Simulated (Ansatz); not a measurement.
# C₂H₃BO (SMILES B1C=CO1): one structure at several levels

How do the functionals fare away from a minimum? The structure is a structure displaced at random from a GFN2-xTB minimum.

Method: single points in def2-TZVPP; program: Ansatz 0.2.0, Gaussian basis.

Correlated methods freeze the cores.

## Step 1: The system as given

SMILES `B1C=CO1`, 7 atoms, charge 0, spin multiplicity 1.

Atoms are counted from 1 here; the program's logs count them from 0.

Bond lengths: B1–C2 1.622 Å, B1–O4 1.226 Å, B1–H5 1.241 Å, C2–C3 1.399 Å, C2–H6 0.781 Å, C3–O4 1.478 Å, C3–H7 1.072 Å. Angles: C2–B1–O4 103.0°, C2–B1–H5 140.8°, O4–B1–H5 116.1°, B1–C2–C3 72.3°, B1–C2–H6 143.6°, C3–C2–H6 136.0°, C2–C3–O4 102.4°, C2–C3–H7 138.1°, O4–C3–H7 119.5°, B1–O4–C3 82.3°.

Coordinates:

```xyz
7
C2H3BO
B    -0.7878    0.3749   -0.5207
C     0.1244    0.4797    0.8165
C     0.5505   -0.6419    0.0966
O    -0.3273   -0.6075   -1.0923
H    -1.7579    0.9218   -1.0689
H     0.4499    0.9829    1.3179
H     1.3030   -1.4009    0.1743
```

## Step 2: CCSD(T)/def2-TZVPP

File run/in.yaml:

```yaml
crystal:
  periodic: [false, false, false]
  atoms:
    - {symbol: B, position_ang: [-0.787800, 0.374900, -0.520700]}
    - {symbol: C, position_ang: [0.124400, 0.479700, 0.816500]}
    - {symbol: C, position_ang: [0.550500, -0.641900, 0.096600]}
    - {symbol: O, position_ang: [-0.327300, -0.607500, -1.092300]}
    - {symbol: H, position_ang: [-1.757900, 0.921800, -1.068900]}
    - {symbol: H, position_ang: [0.449900, 0.982900, 1.317900]}
    - {symbol: H, position_ang: [1.303000, -1.400900, 0.174300]}
basis:
  gaussian: {orbitals: def2-TZVPP}
correlation: {method: ccsd_t}
output: {forces: true}
```

The command line of these runs was not kept.

## Step 3: PBE0-D4/def2-TZVPP

Edit run/in.yaml of step 2 so:

```diff
@@ -12,3 +12,3 @@
   gaussian: {orbitals: def2-TZVPP}
-correlation: {method: ccsd_t}
-output: {forces: true}
+hamiltonian: {xc: pbe0, dispersion: d4}
+output: {forces: true, orbitals: {seedname: orbitals}}
```

## Step 4: wB97M-V/def2-TZVPP

Edit run/in.yaml of step 3 so:

```diff
@@ -12,3 +12,3 @@
   gaussian: {orbitals: def2-TZVPP}
-hamiltonian: {xc: pbe0, dispersion: d4}
-output: {forces: true, orbitals: {seedname: orbitals}}
+hamiltonian: {xc: {name: wB97M-V}}
+output: {forces: true}
```

## Step 5: r2SCAN-D4/def2-TZVPP

Edit run/in.yaml of step 4 so:

```diff
@@ -12,3 +12,3 @@
   gaussian: {orbitals: def2-TZVPP}
-hamiltonian: {xc: {name: wB97M-V}}
+hamiltonian: {xc: r2scan, dispersion: d4}
 output: {forces: true}
```

## Step 6: PBE-D4/def2-TZVPP

Edit run/in.yaml of step 5 so:

```diff
@@ -12,3 +12,3 @@
   gaussian: {orbitals: def2-TZVPP}
-hamiltonian: {xc: r2scan, dispersion: d4}
+hamiltonian: {xc: pbe, dispersion: d4}
 output: {forces: true}
```

## Step 7: r2SCANh-D4/def2-TZVPP

Edit run/in.yaml of step 6 so:

```diff
@@ -12,3 +12,3 @@
   gaussian: {orbitals: def2-TZVPP}
-hamiltonian: {xc: pbe, dispersion: d4}
+hamiltonian: {xc: {name: r2SCANh}, dispersion: d4}
 output: {forces: true}
```

## Step 8: CAM-B3LYP-D4/def2-TZVPP

Edit run/in.yaml of step 7 so:

```diff
@@ -12,3 +12,3 @@
   gaussian: {orbitals: def2-TZVPP}
-hamiltonian: {xc: {name: r2SCANh}, dispersion: d4}
+hamiltonian: {xc: {name: CAM-B3LYP}, dispersion: d4}
 output: {forces: true}
```

(Steps that only read results are left out.)

**Question.** What will these runs give? Wanted: energy less free atoms, CCSD(T)/def2-TZVPP; RMS force component; RMS force error; HOMO and LUMO, PBE0-D4; T1 diagnostic.

As calculated:

| quantity | value |
| --- | --- |
| energy less free atoms, CCSD(T)/def2-TZVPP | -2504.3 kJ/mol |
| RMS force component | 9.558 to 9.644 eV/Å over the methods |
| RMS force error | PBE0-D4 0.405, wB97M-V 0.335, r2SCAN-D4 0.315, PBE-D4 0.276, r2SCANh-D4 0.369, CAM-B3LYP-D4 0.420 eV/Å |
| HOMO and LUMO, PBE0-D4 | -7.49 and -1.68 eV |
| T1 diagnostic | 0.015 |

What this shows: Against CCSD(T) the functionals' energies less atoms differ by -196.9 to -87.6 kJ/mol, PBE-D4 by -196.9 kJ/mol. The reference is not at the basis limit: in triple zeta CCSD(T) underbinds, which counts against methods that bind more; the gaps are no ranking. On forces the order runs from PBE-D4 to CAM-B3LYP-D4. Frozen-core CCSD(T) forces in triple zeta carry basis errors of their own, and this is one geometry, so small gaps rank nothing. The restricted Hartree–Fock reference is unstable towards an unrestricted one at one or more of these structures.
